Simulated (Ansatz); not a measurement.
**Cu (Cu (110), 4 layers): how the settings move a single-point run**

Question: which choices in the input matter for Cu (Cu (110), 4 layers)?

Computed with Ansatz 0.2.0 (reference: DFT, PBEsol, PAW with Ansatz's default frozen-core files, scalar-relativistic, unless a step's input says otherwise).

## 1. Starting point

The structure is orthorhombic, space group Pmmn (No. 59). Conventional cell: a = 2.520 Å, b = 3.564 Å, c = 19.780 Å, α = 90.00°, β = 90.00°, γ = 90.00°. Cu (site symmetry mm2) is surrounded by 7 Cu at 2.45 to 2.52 Å. Cu (site symmetry mm2) is surrounded by 11 Cu at 2.45 to 2.58 Å.

Coordinates:

```cif
data_structure
_symmetry_space_group_name_H-M 'P 1'
_symmetry_Int_Tables_number 1
_cell_length_a 2.5198
_cell_length_b 3.5636
_cell_length_c 19.7797
_cell_angle_alpha 90.000
_cell_angle_beta 90.000
_cell_angle_gamma 90.000
_cell_volume 177.61
loop_
_atom_site_label
_atom_site_type_symbol
_atom_site_fract_x
_atom_site_fract_y
_atom_site_fract_z
_atom_site_occupancy
Cu1 Cu 0.25000 0.25000 0.40921 1
Cu2 Cu 0.75000 0.75000 0.46520 1
Cu3 Cu 0.25000 0.25000 0.53480 1
Cu4 Cu 0.75000 0.75000 0.59079 1
```

## 2. The reference run

input.yaml reads:

```yaml
crystal:
  lattice:
    - [2.5198192003, 0.0, 0.0]
    - [0.0, 3.5635624878, 0.0]
    - [0.0, 0.0, 19.7797]
  atoms:
    - { symbol: Cu, position: [0.25, 0.25, 0.4092123972] }
    - { symbol: Cu, position: [0.75, 0.75, 0.4651951732] }
    - { symbol: Cu, position: [0.25, 0.25, 0.534804179] }
    - { symbol: Cu, position: [0.75, 0.75, 0.5907882502] }
  periodic: [true, true, false]
kpoints:
  mp_grid: { grid: [14, 10, 1] }
scf:
  occupations: { method: fermi_dirac, width: 0.1 }
hamiltonian:
  xc: pbesol
  pseudopotentials: { kind: paw }
output:
  forces: true
  stress: true
  eigenvalues: true
  write_density: true
  write_potential: true
  elf: true
  volumetric_format: npy
```

On the command line:

```sh
ansatz run input.yaml --threads 1 --pin off --max-ram 3584MiB --backend cpu --events-out ev --progress --plain --runs-dir out
```

## 3. Changing settings: scf.algorithm direct_min

Changes to input.yaml since step 2:

```diff
@@ -15,2 +15,3 @@
   occupations: { method: fermi_dirac, width: 0.1 }
+  algorithm: direct_min
 hamiltonian:
@@ -22,5 +23 @@
   eigenvalues: true
-  write_density: true
-  write_potential: true
-  elf: true
-  volumetric_format: npy
```

**Question.** What will these runs give? Wanted: for each run, ending; energy change; gap; force.

The runs gave:

```tsv
run	ending	energy change	gap (eV)	force (eV/Å)	cycles	time
reference	converged	0	0.00	0.01	10	27 s
1: scf.algorithm direct_min	converged	0.0 meV/atom	0.00	0.01	8	82 s
```

Times don't compare one to one where runs were asked for different outputs or read a saved state (see the inputs); cycles may leave out searches for a lower state.

Residual by cycle in the longest SCF loop of each run; runs are numbered as in the table. The quantity is the density residual dr2, in eV.

```tsv
cycle	reference	run 1
1	0.162	0.166
2	0.975	0.274
3	0.00609	0.00749
4	4.9e-4	3.1e-4
5	2.5e-4	4.5e-6
6	2.2e-5	2.5e-7
7	9.1e-7	2.3e-7
8	4.5e-7	1.1e-8
9	1.0e-7	-
10	1.1e-9	-
```

What this shows: Same state: the changed solver leaves the energy within 0.5 meV/atom.
